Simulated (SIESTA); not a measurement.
Crystal: TaBiO4.

```
Bi Ta O
1.0
     1.96228   -7.53123    0.00000
     1.96228    7.53123    0.00000
     0.00000    0.00000    5.63484
Bi Ta O
2 2 8
Direct
  0.31830 0.68170 0.75000
  0.68170 0.31830 0.25000
  0.08190 0.91810 0.75000
  0.91810 0.08190 0.25000
  0.82370 0.17630 0.01300
  0.17630 0.82370 0.51300
  0.17630 0.82370 0.98700
  0.82370 0.17630 0.48700
  0.61050 0.38950 0.75000
  0.38950 0.61050 0.25000
  0.00000 0.00000 0.50000
  0.00000 0.00000 0.00000
```

* Program: SIESTA 5.4.2
* Task: single point
* Functional: PBEsol
* Potentials or basis: PseudoDojo 0.4 standard (PBEsol files)
* Basis: DZP (energy shift 0.003 Ry; two zetas on semicore shells)
* Grid cutoff: 800 Ry
* Energy shift: 0.003 Ry
* k mesh: 7 × 7 × 5
* Occupations: fermi-dirac, width 0.05 eV
* Spin: no spin polarisation

On this cell: pressure 7.5 GPa; largest force 3.304 eV/Å; band gap on the k mesh 1.55 eV, indirect (least direct gap 2.07 eV).

The same run follows on a disturbed copy (atoms moved at random, drawn with an rms of 0.05 Å):

```
CELL_PARAMETERS angstrom
1.96228 -7.53123 0.00000
1.96228 7.53123 0.00000
0.00000 0.00000 5.63484
ATOMIC_POSITIONS crystal
Bi 0.32385 0.68300 0.75286
Bi 0.67164 0.30425 0.25658
Ta 0.05871 0.89858 0.75136
Ta 0.90313 0.07172 0.24252
O 0.83542 0.17933 0.01321
O 0.18509 0.82728 0.51446
O 0.17720 0.82590 0.98783
O 0.82476 0.18007 0.48939
O 0.60784 0.38682 0.74898
O 0.40442 0.62466 0.24553
O 0.99881 0.00661 0.49444
O 0.99971 0.99547 0.00704
```

Problem. What does the disturbed cell give?

Solution. The energy moves by +17.9 meV/atom; pressure 8.6 GPa; largest force 5.688 eV/Å; band gap on the k mesh 1.55 eV, indirect (least direct gap 2.09 eV).

Forces on the atoms (eV/Å):
```
Bi  -0.095  1.659 -0.387
Bi   0.066 -1.018  0.311
Ta  -0.449 -1.716 -1.293
Ta  -0.032  0.469  1.703
O    0.432  4.356 -3.631
O   -0.046 -1.889 -1.338
O    0.192 -2.660  1.574
O    0.368  2.507  1.766
O    0.110  1.519 -0.171
O   -1.224 -0.982  0.037
O    0.349 -1.637  1.951
O    0.328 -0.607 -0.520
```

Stress tensor (GPa, compression positive):
```
-0.45  0.29 -0.12
 0.29 13.02 -0.90
-0.12 -0.90 13.36
```

Caveats: short orbitals over semicore shells can move pressures by several GPa; spin-orbit coupling is left out, which as a rule narrows the gap of such compounds by several tenths of an eV; an odd mesh through Γ misses points on the zone boundary, where band edges often lie; the cell was measured hot, at 1173 K; the basis of atomic orbitals isn't converged, which shifts pressures, moduli and gaps; forces of over 1 eV/Å show positions far from the minimum, so gaps and moduli don't describe the material at rest (some runs).
